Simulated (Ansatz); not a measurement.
# AlB2H4N: the cost of one run

Program: Ansatz 0.2.0 through its Python package. Level of theory: B3LYP/def2-SVPD. These are calculated values, not measurements.

## (1) Starting point

Bond lengths: B1–N2 1.494 Å, N2–B3 1.512 Å, B1–Al4 1.980 Å, B3–Al4 1.934 Å, B1–H5 1.246 Å, N2–H6 1.057 Å, B3–H7 1.242 Å, Al4–H8 1.605 Å. Angles: B1–N2–B3 105.1°, B1–N2–H6 108.7°, B3–N2–H6 108.3°, N2–B1–Al4 89.3°, N2–B1–H5 133.0°, Al4–B1–H5 137.7°, N2–B3–Al4 90.5°, N2–B3–H7 134.0°, Al4–B3–H7 135.5°, B1–Al4–B3 75.1°, B1–Al4–H8 140.0°, B3–Al4–H8 144.8°.

The script holds or builds the structure itself.

## (2) Script

Input file run_ip.py:

```python
from dataclasses import dataclass

import ansatz as az


@dataclass
class Options:
    basis_set: str = "def2-SVPD"
    xc: str = "B3LYP"


settings = Options()


def energy_of(molecule, charge=0, unpaired=0):
    calc = (
        molecule.calculation()
        .basis(gaussian=settings.basis_set)
        .functional(settings.xc)
        .accuracy("medium")
        .scf(lower_state_search="standard")
    )
    if charge:
        calc = calc.charge(charge)
    if unpaired:
        calc = calc.spin("collinear", total=unpaired)
    report = calc.run().report
    if report["published_state_doubts"]:
        print("  doubts:", report["published_state_doubts"])
    return report["free_energy_ev"]


def main() -> None:
    molecule = (
        az.Crystal.molecule()
        .atom("B", (-0.9307, 0.6056, -0.485))
        .atom("N", (0.4695, 1.0405, -0.2004))
        .atom("B", (1.1856, -0.2123, 0.2519))
        .atom("Al", (-0.4128, -1.2569, -0.0557))
        .atom("H", (-1.9513, 1.2165, -0.8569))
        .atom("H", (0.4541, 1.7232, 0.6063))
        .atom("H", (2.3389, -0.4517, 0.645))
        .atom("H", (-1.061, -2.722, 0.0391))
    )

    parent = energy_of(molecule, 0, 0)
    cation = energy_of(molecule, 1, 1)
    print(f"E(N)   = {parent:.5f} eV")
    print(f"E(N-1) = {cation:.5f} eV  (1 unpaired)")
    print(f"vertical ionisation energy {cation - parent:.3f} eV")
    anion = energy_of(molecule, -1, 1)
    print(f"E(N+1) = {anion:.5f} eV  (1 unpaired)")
    print(f"vertical electron affinity {parent - anion:.3f} eV" + ("" if anion < parent else " (unbound in this basis)"))
    print(f"fundamental gap IP - EA = {cation + anion - 2 * parent:.3f} eV")


if __name__ == "__main__":
    main()
```

## (3) What the engine is handed

The package turns the script's settings into the engine's input (first run):

```yaml
crystal:
  periodic: [false, false, false]
  atoms:
    - { symbol: B, position_ang: [-0.9307, 0.6056, -0.485] }
    - { symbol: "N", position_ang: [0.4695, 1.0405, -0.2004] }
    - { symbol: B, position_ang: [1.1856, -0.2123, 0.2519] }
    - { symbol: Al, position_ang: [-0.4128, -1.2569, -0.0557] }
    - { symbol: H, position_ang: [-1.9513, 1.2165, -0.8569] }
    - { symbol: H, position_ang: [0.4541, 1.7232, 0.6063] }
    - { symbol: H, position_ang: [2.3389, -0.4517, 0.645] }
    - { symbol: H, position_ang: [-1.061, -2.722, 0.0391] }
accuracy: medium
basis:
  gaussian:
    orbitals: def2-SVPD
hamiltonian:
  xc: b3lyp
scf:
  lower_state_search: standard
```

## (4) Running it

Started as:

```console
$ python run_ip.py
```

What time and memory should one allow on 1 thread of Arm Neoverse V2, shared host?

About 26 s, with a peak of 0.32 GiB.
